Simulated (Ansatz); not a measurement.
# Zr in Ansatz: a series of runs

One slab, Zr, is run at these levels: PBE; tasks: electrostatic potential.

Everything below comes from runs of Ansatz 0.2.0. Logs are shortened: lines on timing, memory, paths and dates and some standing lists are left out, and cuts for length are marked.

**1. The cell of the first run**

The cell holds a slab with vacuum, 6 atoms: a = 3.232 Å, b = 3.232 Å, c = 27.867 Å, α = 90.00°, β = 90.00°, γ = 120.00°.

The slab is cut from a database's or a generator's crystal, which needn't be the stable form of the element.

**2. Electrostatic potential, PBE (the (0 0 1) slab of Zr, cut from the database cell, not relaxed)**

Contents of input.yaml:

```yaml
crystal:
  lattice:
    - [3.2319982225, 0.0, 0.0]
    - [-1.6159991113, 2.7989925656, 0.0]
    - [0.0, 0.0, 27.8675]
  atoms:
    - { symbol: Zr, position: [0.6666666667, 0.3333333334, 0.2691307078] }
    - { symbol: Zr, position: [0.3333333333, 0.6666666666, 0.3614784247] }
    - { symbol: Zr, position: [0.6666666667, 0.3333333334, 0.4538261416] }
    - { symbol: Zr, position: [0.3333333333, 0.6666666666, 0.5461738584] }
    - { symbol: Zr, position: [0.6666666667, 0.3333333334, 0.6385215753] }
    - { symbol: Zr, position: [0.3333333333, 0.6666666666, 0.7308692922] }
hamiltonian:
  xc: pbe
  pseudopotentials: { kind: paw }
kpoints:
  mp_grid: { grid: [9, 9, 1] }
scf:
  occupations: { method: fermi_dirac, width: 0.05 }
output:
  forces: true
  eigenvalues: true
  write_density: true
  write_potential: true
  elf: true
  volumetric_format: npy
efield:
  axis: 3
  dipole_correction: true
  ramp_width: 0.04
```

Potentials or basis: Ansatz PAW.

Run with:

```sh
$ ansatz run input.yaml --threads 4 --pin off --max-ram 11264MiB --backend cpu --events-out ev --progress --plain --runs-dir out
```

The log of the run:

```text
Warning: RAYON_NUM_THREADS=4 ignored (pool sized by the plan → 4); use --threads N
Engine: ansatz 0.2.0, aarch64-unknown-linux-gnu
Pseudopotentials: kind: paw
Pseudopotential: Zr, paw, valence charge 12, recommended cutoff 420 eV (normal), Zr.paw.azcp
Functional definition: PBE
  parameter kappa = 0.804
  parameter beta = 0.06672455060314922
  exchange = pbe_x(kappa = kappa, mu = beta*pi^2/3)
  correlation = pbe_c(beta = beta)
Crystal: 6 atoms, lattice volume = 252.099 Å³
Basis set: ecut = 420 eV, 5025 PW (Γ), exchange–correlation on 48×48×384 points (8 copies of the dense FFT grid, shifted against one another)
Bands: 44, of which v1, the nominal top of the filled ones, is band 36 counted from 1 (35 counted from 0)
Symmetry: 6 space group operations
k-points: 12 of 81 (time reversal used)
Non-local potential: Zr, projectors of the file, l = 0: 3, l = 1: 2, l = 2: 2, l = 3: 2
PAW form: soft (Blöchl's): semilocal exchange-correlation on the pseudo side does not see the compensation charge
PAW one-centre angular grid: Zr, 590 points (default); XC on 64 Gauss nodes
Initial density: superposition of atomic densities (neutral atoms: chi_scale 0, normalization atom), corrected by the library's trained network
Initial wavefunctions: pseudopotential atomic-orbital guess
Functional: x = pbe(κ = 0.804, μ = 0.2195149727645171), c = pbe(β = 0.06672455060314922)
SCF iter   1: F=—  HF=-25101.171530 eV  |F-HF|=—  |Δ(HF+E_count)|=         —  Δρ=5.30e-3  dr2=2.06e0  ethr=1.77e-3  p=-0.000 e·Å  D=-2.96e-14 V/Å  ΔV_dip=0.00 eV  dr2_dipole=1.72e-6  V_vac-E_F(+/−)=4.12/4.12 eV  ⟨swp⟩=8.7  Hψ=2358  notcnv=0
efield: sawtooth ramp at fractional position 0.9800 (placed from the atoms, in the widest stretch of the axis that holds none; the zero of the levels goes with the place), width 0.0400; the density the first Hamiltonian is built on has a dipole p = -0.000 e·Å; the dipole correction subtracts the counter field D = -2.96e-14 V/Å, which shifts the + side's vacuum level by +0.00 eV against the − side's; the planar-averaged density in the ramp window peaks in size at 7.4e-5 e/Å³
preconditioner: auto → LDOS  [metal: Δε(μ)=0.026 eV  Ē_g=2.395 eV  σ=0.050 eV  W_gap=0.13  n_scr=18 (ndim 8)  ℏωp=11.5 eV  f_vac=0.384  D(μ)=10.93/eV (n_scr^D=114)  β→1.0]
SCF iter   2: F=—  HF=-25101.152407 eV  |F-HF|=—  |Δ(HF+E_count)|=   1.91e-2  Δρ=1.33e-3  dr2=4.61e-2  ethr=1.77e-3  p=0.000 e·Å  D=1.13e-5 V/Å  ΔV_dip=-0.00 eV  dr2_dipole=1.62e-6  V_vac-E_F(+/−)=4.13/4.13 eV  ⟨swp⟩=1.0  Hψ=624  notcnv=0
SCF iter   3: F=—  HF=-25101.152957 eV  |F-HF|=—  |Δ(HF+E_count)|=   5.49e-4  Δρ=4.97e-4  dr2=4.40e-3  ethr=6.40e-5  p=0.000 e·Å  D=9.82e-6 V/Å  ΔV_dip=-0.00 eV  dr2_dipole=4.10e-7  V_vac-E_F(+/−)=4.16/4.16 eV  ⟨swp⟩=1.3  Hψ=548  notcnv=0
SCF iter   4: F=—  HF=-25101.152925 eV  |F-HF|=—  |Δ(HF+E_count)|=   3.19e-5  Δρ=1.44e-4  dr2=8.81e-5  ethr=6.11e-6  p=0.000 e·Å  D=6.34e-6 V/Å  ΔV_dip=-0.00 eV  dr2_dipole=1.99e-8  V_vac-E_F(+/−)=4.17/4.17 eV  ⟨swp⟩=1.8  Hψ=636  notcnv=0
SCF iter   5: F=—  HF=-25101.152947 eV  |F-HF|=—  |Δ(HF+E_count)|=   2.20e-5  Δρ=4.92e-5  dr2=1.58e-5  ethr=1.22e-7  p=0.000 e·Å  D=3.23e-6 V/Å  ΔV_dip=-0.00 eV  dr2_dipole=6.09e-10  V_vac-E_F(+/−)=4.18/4.18 eV  ⟨swp⟩=2.6  Hψ=839  notcnv=0
SCF iter   6: F=—  HF=-25101.152952 eV  |F-HF|=—  |Δ(HF+E_count)|=   5.27e-6  Δρ=1.86e-5  dr2=5.86e-6  ethr=2.19e-8  p=0.000 e·Å  D=1.31e-6 V/Å  ΔV_dip=-0.00 eV  dr2_dipole=4.83e-10  V_vac-E_F(+/−)=4.18/4.18 eV  ⟨swp⟩=2.4  Hψ=850  notcnv=0
SCF iter   7: F=—  HF=-25101.152952 eV  |F-HF|=—  |Δ(HF+E_count)|=   2.60e-7  Δρ=5.69e-6  dr2=2.79e-7  ethr=8.14e-9  p=0.000 e·Å  D=7.75e-7 V/Å  ΔV_dip=-0.00 eV  dr2_dipole=2.26e-12  V_vac-E_F(+/−)=4.18/4.18 eV  ⟨swp⟩=1.7  Hψ=592  notcnv=0
SCF iter   8: F=-25101.152952 eV  HF=-25101.152952 eV  |F-HF|=1.58e-9  |Δ(HF+E_count)|=   7.55e-8  Δρ=1.86e-6  dr2=2.09e-8  ethr=1.39e-10  p=0.000 e·Å  D=4.11e-7 V/Å  ΔV_dip=-0.00 eV  dr2_dipole=1.31e-11  V_vac-E_F(+/−)=4.18/4.18 eV  ⟨swp⟩=14.8  Hψ=4137  notcnv=0
SCF 1 converged in 8 iterations: F = -25101.152952 eV  dr2 = 2.09e-8
WARN: The output density's exchange-correlation potential varies sharply where the density is thin. Do not read a vacuum level from v_tot or v_xc, or from such a field of the output density. On a cell that repeats whose density bears no net charge and no dipole along the vacuum's axis use v_es (v_loc + v_h of the components); under efield.dipole_correction with no amplitude use v_es + v_field, which holds any external_charges[].barrier, or the levels of the report's work_function block, which leave it out; under a non-zero efield.amplitude the vacuum is tilted and has no level; on a cell that repeats and bears such a dipole with no correction it is tilted too, and efield.dipole_correction with no amplitude gives each side of its ramp a level where efield: is served; in a cell that repeats whose density bears a net charge (total_charge, or a fill off its count) it is curved and has none; of a slab under crystal.periodic whose density bears no net charge use v_es, which has a level on each side, short of where the two are joined; of another it falls or rises all the way out and has none; of a slab beside external_charges read slab_vacuum_level instead, which it has where they leave it neutral. The grid or the basis barely resolves most such structure, and the values can differ between equally converged runs; as a rule a tighter scf.convergence.dr2_threshold does not remove it. Where the density itself ripples (under the LDA too) a higher basis.ecutwfc lessens it. The files hold the spikes' plane waves up to the density's cutoff. Files: v_tot_of_output_density and the like, and their columns of v_z.tsv (output.write_potential); v_xc_of_output_density and the like, and their columns of v_comp_z.tsv (output.write_potential_components). Measured: with its Gaussian average of σ = 0.25 Å subtracted twice, the exchange-correlation potential is over 0.1 eV at 2212 of the grid points where the equally averaged density (valence and model cores) is under 1e-3 e/Å³, and 1.02 eV at the most among them, at an averaged density of 2.7e-7 e/Å³. See output.write_potential in the manual, Limitations
SCF converged after 8 iterations
Free energy (F): -25101.152952 eV
Harris-Foulkes:  -25101.152952 eV  (|F-HF|=1.58e-9)
Internal energy: -25101.068004 eV  (E = F + TS)
E sigma→0 (E₀):  -25101.110478 eV
Entropy (-TS):   -0.084948 eV (-14.158 meV/atom)
Fermi energy:    6.011698 eV
Dipole field:    D = -0.000004 V/Å  (p = -0.000005 e·Å, saw-weighted, corrected)
Work function:   Φ+ = 4.1825 eV   Φ− = 4.1824 eV
Levels:          The Fermi level and band energies are counted from a zero that moves with the ramp; work functions are not
--- Per-component energies (eV) ---
  E_band       = -1156.698924
  E_kinetic    = 1990.323888
  E_local      = -52726.255497  (includes V_loc(G=0)·N_el)
  E_nonlocal   = 484.638746
  E_hartree    = 25358.809996
  E_xc         = -965.423952
  E_vxc        = -1139.485949  (∫ρ·V_xc dr)
  E_paw        = -17724.868822  (= ΣΔE_a)
  E_vpaw       = -483.539241  (= ΣTr[D̂ρ^β])
  E_aug_tail   = 0.000148  (compensation charges beyond the density's cutoff)
  E_efield     = 0.000000  (sawtooth field / dipole correction)
  E_vefield    = 0.000000  (∫n·V_field dr)
  E_ewald      = 18481.707489
  E_smearing   = -0.084948  (= −TS)
  E_closure    = 0.000000  (closes the sum)
  Σ components = -25101.152952   (vs F -25101.152952, Δ=0.00e0)
--- Forces (eV/Å), atoms counted from 1 ---
  atom   1  Zr     0.00000000     0.00000000     0.45469669
  atom   2  Zr     0.00000000    -0.00000000    -0.54873865
  atom   3  Zr    -0.00000000    -0.00000000    -0.01493046
  atom   4  Zr     0.00000000     0.00000000     0.01492953
  atom   5  Zr     0.00000000     0.00000000     0.54873985
  atom   6  Zr     0.00000000    -0.00000000    -0.45469639
  max |Σ_I F_I| component: 5.61e-7 eV/Å
--- Band table (eV; the first three rows and the last of 12) ---
  k-point 0: bands = ["-43.0297", "-43.0297", "-42.7634", "-42.7131", "-42.6622", "-42.6347", "-21.3279", "-21.2814", "-21.1101", "-20.8321", "-20.6617", "-20.6617", "-20.6617", "-20.6617", "-20.5496", "-20.4263", "-20.4263", "-20.3835", "-20.3835", "-20.3678", "-20.3387", "-20.3387", "-20.3104", "-20.3104", "0.5648", "1.0731", "1.7378", "2.4064", "2.8470", "2.9938", "5.8651", "5.9510", "6.2322", "6.4891", "6.6607", "6.7611", "6.7611", "6.7686", "6.7686", "6.8813", "6.8813", "6.9137", "6.9429", "6.9429"]
  k-point 1: bands = ["-43.0196", "-43.0196", "-42.7505", "-42.7024", "-42.6539", "-42.6283", "-21.2984", "-21.2611", "-21.0997", "-20.8510", "-20.7506", "-20.7332", "-20.6812", "-20.6811", "-20.5738", "-20.5023", "-20.4512", "-20.4419", "-20.4264", "-20.4041", "-20.3784", "-20.3568", "-20.3545", "-20.3226", "0.8999", "1.3954", "2.0502", "2.7260", "3.1760", "3.3098", "5.6940", "5.7484", "6.0286", "6.1200", "6.2896", "6.3954", "6.4263", "6.5667", "6.6517", "6.8672", "7.0010", "7.0231", "7.1393", "7.1714"]
  k-point 2: bands = ["-42.9941", "-42.9941", "-42.7166", "-42.6750", "-42.6332", "-42.6129", "-21.2258", "-21.2137", "-21.0841", "-20.9810", "-20.9505", "-20.8638", "-20.7301", "-20.7300", "-20.7215", "-20.6725", "-20.5997", "-20.5508", "-20.5113", "-20.4580", "-20.4548", "-20.3952", "-20.3941", "-20.3556", "1.7782", "2.2061", "2.7836", "3.4284", "3.8947", "3.9665", "5.0643", "5.1720", "5.4425", "5.5667", "5.6255", "5.9081", "5.9472", "6.2593", "6.5898", "6.6158", "6.9026", "7.0893", "7.3410", "7.4334"]
  k-point 11: bands = ["-42.9322", "-42.9322", "-42.6118", "-42.6118", "-42.5890", "-42.5890", "-21.1735", "-21.1735", "-21.1443", "-21.1435", "-21.1232", "-21.1232", "-20.9882", "-20.9882", "-20.9648", "-20.8713", "-20.8170", "-20.8170", "-20.7737", "-20.7062", "-20.6032", "-20.6032", "-20.4969", "-20.4969", "4.0517", "4.3725", "4.6119", "4.6119", "4.6582", "4.6582", "4.6932", "4.8806", "4.9019", "5.2365", "5.2365", "6.0040", "6.0040", "6.1181", "6.1217", "6.1429", "6.1429", "6.2816", "6.2816", "7.8168"]
```

Run time: 7.2 s. Hardware: 4 threads of Arm Neoverse N1, shared host; peak memory 0.59 GiB.

Results:

```yaml
Free_energy: -25101.1530 eV
Largest_force: 0.549 eV/Å
Band_gap_on_the_k_mesh: none (metal or under the smearing width)
Work_function_of_the_upper_face: 4.18 eV
Work_function_of_the_lower_face: 4.18 eV
Dipole_across_the_slab: 0.000 e·Å
```

Forces in eV/Å, atoms in the order of the input:
```
Zr   0.000  0.000  0.455
Zr   0.000  0.000 -0.549
Zr   0.000  0.000 -0.015
Zr   0.000  0.000  0.015
Zr   0.000  0.000  0.549
Zr   0.000  0.000 -0.455
```

Levels at points of the mesh, in eV from the Fermi level:
```csv
k point,band 32,band 33,band 34,band 35,band 36,band 37,band 38,band 39,band 40,band 41
"(0.00, 0.00, 0.00)",-0.06,0.22,0.48,0.65,0.75,0.75,0.76,0.76,0.87,0.87
```

**3. Electrostatic potential, PBE (the (0 0 1) slab of Zr, cut from the database cell, not relaxed)**

input.yaml: that of step 2 with these lines changed.

```diff
@@ -26,5 +26 @@
   volumetric_format: npy
-efield:
-  axis: 3
-  dipole_correction: true
-  ramp_width: 0.04
```

Potentials or basis: Ansatz PAW.

Run with:

```sh
$ ansatz run input.yaml --threads 4 --pin off --max-ram 11264MiB --backend cpu --events-out ev --progress --plain --runs-dir out
```

It took 4.4 s on 4 threads of Arm Neoverse N1, shared host; peak memory 0.68 GiB.

It converged, with:

```
Free energy            : -25101.1530 eV
Largest force          : 0.549 eV/Å
Band gap on the k mesh : none (metal or under the smearing width)
```

Forces in eV/Å, atoms in the order of the input:
```
Zr   0.000  0.000  0.455
Zr   0.000  0.000 -0.549
Zr   0.000  0.000 -0.015
Zr   0.000  0.000  0.015
Zr   0.000  0.000  0.549
Zr   0.000  0.000 -0.455
```

Levels at points of the mesh, in eV from the Fermi level:
| k point | band 33 | band 34 | band 35 | band 36 | band 37 | band 38 | band 39 | band 40 |
| --- | --- | --- | --- | --- | --- | --- | --- | --- |
| (0.00, 0.00, 0.00) | 0.22 | 0.48 | 0.65 | 0.75 | 0.75 | 0.76 | 0.76 | 0.87 |

**4. Electrostatic potential, PBE (the (0 0 1) slab of Zr, cut from the database cell, not relaxed)**

input.yaml: that of step 3 with these lines changed.

```diff
@@ -12,2 +12,3 @@
     - { symbol: Zr, position: [0.3333333333, 0.6666666666, 0.7308692922] }
+  periodic: [true, true, false]
 hamiltonian:
```

Run with:

```sh
$ ansatz run input.yaml --threads 4 --pin off --max-ram 11264MiB --backend cpu --events-out ev --progress --plain --runs-dir out
```

Wall time 9.6 s (4 threads of Arm Neoverse N1, shared host); peak memory 0.98 GiB.

Results (log left out):

```yaml
Free_energy: -25101.1529 eV
Largest_force: 0.549 eV/Å
Band_gap_on_the_k_mesh: none (metal or under the smearing width)
```

Forces on the atoms (eV/Å):
```
Zr   0.000  0.000  0.455
Zr   0.000  0.000 -0.549
Zr   0.000  0.000 -0.015
Zr   0.000  0.000  0.015
Zr   0.000  0.000  0.549
Zr   0.000  0.000 -0.455
```

Levels at points of the mesh, in eV from the Fermi level:
```tsv
k point	band 32	band 33	band 34	band 35	band 36	band 37	band 38	band 39	band 40	band 41
(0.00, 0.00, 0.00)	-0.06	0.22	0.48	0.65	0.75	0.75	0.76	0.76	0.87	0.87
```

**5. The runs side by side**

```csv
boundary along the surface normal,gap on the mesh (eV),largest force (eV/Å)
dipole_correction,none,0.55
images,none,0.55
isolated,none,0.55
```

Alike in all rows: task electrostatic potential; level PBE; potentials or basis Ansatz PAW; no spin polarisation; cell the (0 0 1) slab of Zr, cut from the database cell, not relaxed; k mesh 9 × 9 × 1; cutoff (eV) 420; smearing fermi-dirac 0.05 eV.

Absolute energies hang on the potentials; compare differences alone.
